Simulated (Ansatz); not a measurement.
# SnSO (1T monolayer (Janus) type, one sheet): optical response by level

Aim: the dielectric function of SnSO (1T monolayer (Janus) type, one sheet) in the independent-particle picture, and how it depends on the functional and on the gap. Plan: HSE06 for the gap; optics with PBE on 6×6×1; optics with r2SCAN on 6×6×1; optics with PBE and scissors to the HSE06 gap on 6×6×1; optics with PBE with spin-orbit coupling on 6×6×1.

Program: Ansatz 0.2.0. Level of theory: plane waves, PAW; no local fields, no excitons. These are calculated values, not measurements.

1 further run of the same task is left out (it didn't finish).

**1. The system as given**

It takes space group P3m1 (No. 156, trigonal). The conventional cell has a = 3.427 Å, b = 3.427 Å, c = 29.111 Å, α = 90.00°, β = 90.00°, γ = 120.00°. Sn (site symmetry 3m) is surrounded by 3 O at 2.18 Å and 3 S at 2.50 Å. O (site symmetry 3m) is surrounded by 3 Sn at 2.18 Å. S (site symmetry 3m) is surrounded by 3 Sn at 2.50 Å.

As a file:

```cif
data_structure
_symmetry_space_group_name_H-M 'P 1'
_symmetry_Int_Tables_number 1
_cell_length_a 3.4273
_cell_length_b 3.4273
_cell_length_c 29.1108
_cell_angle_alpha 90.000
_cell_angle_beta 90.000
_cell_angle_gamma 120.000
_cell_volume 296.13
loop_
_atom_site_label
_atom_site_type_symbol
_atom_site_fract_x
_atom_site_fract_y
_atom_site_fract_z
_atom_site_occupancy
Sn1 Sn 0.00000 0.00000 0.31604 1
O1 O 0.33333 0.66667 0.34767 1
S1 S 0.66667 0.33333 0.26378 1
```

The cell was relaxed beforehand with r2SCAN; those runs aren't shown. The cell holds one sheet and vacuum, and is periodic in the plane alone; ε, where given, is a mean over the whole height of the cell, so ε₂ and ε₁ − 1 scale inversely with that height and aren't the sheet's own values. Spin-orbit coupling, which matters for Sn, is in the runs so named alone.

**2. The gap to aim at**

File input.yaml:

```yaml
crystal:
  lattice:
    - [3.4272658752, 0.0, 0.0]
    - [-1.7136329376, 2.9680993135, 0.0]
    - [0.0, 0.0, 29.1107887816]
  atoms:
    - { symbol: Sn, position: [0.0, 0.0, 0.3160354285] }
    - { symbol: O, position: [0.3333333333, 0.6666666667, 0.3476726641] }
    - { symbol: S, position: [0.6666666667, 0.3333333333, 0.2637830929] }
  periodic: [true, true, false]
kpoints:
  mp_grid: { grid: [6, 6, 1] }
  band_path:
    path: [[0.0, 0.0, 0.0], [0.5, 0.0, 0.0], [0.3333333333, 0.3333333333, 0.0]]
    npoints: 1
hamiltonian:
  xc: hse06
scf:
  occupations: { method: fixed }
  n_extra_bands: 4
output:
  forces: true
  stress: true
  eigenvalues: true
```

After this run come: Optics, PBE; Optics, r2SCAN; Optics, PBE with a scissors shift; Optics, PBE with spin-orbit coupling.

**Question.** What will the summary of the whole plan be? Wanted: ε∞, PBE; ε∞, r2SCAN; ε∞, PBE with spin-orbit coupling; tallest peak of ε₂, PBE; tallest peak of ε₂, r2SCAN; tallest peak of ε₂, PBE with spin-orbit coupling; HSE06 direct gap.

The runs gave:

```
                                        quantity                                 value
                                         ε∞, PBE              2.16 (xx, yy), 1.78 (zz)
                                      ε∞, r2SCAN              1.97 (xx, yy), 1.68 (zz)
                      ε∞, PBE + 0.89 eV scissors              1.98 (xx, yy), 1.69 (zz)
                ε∞, PBE with spin-orbit coupling              2.10 (xx, yy), 1.71 (zz)
                         tallest peak of ε₂, PBE                        3.1 at 5.25 eV
                      tallest peak of ε₂, r2SCAN                        2.9 at 5.80 eV
      tallest peak of ε₂, PBE + 0.89 eV scissors                        3.1 at 6.10 eV
tallest peak of ε₂, PBE with spin-orbit coupling  2.8 at 5.15 eV (complete to 10.6 eV)
                                HSE06 direct gap                               1.80 eV
```

**Reading.** From PBE with spin-orbit coupling to PBE + 0.89 eV scissors the direct gap grows from 0.86 to 1.79 eV, and ε∞ goes from 2.10 to 1.98 (in the plane). Spin-orbit coupling moves the direct gap by -0.04 eV; ε∞ doesn't compare between these two runs, as the bands summed differ. A sheet's ε refers to the whole height of the cell: in the plane ε − 1 falls as one over that height. Local fields and excitons are left out: both change ε∞, and without excitons the onset lacks its lines.
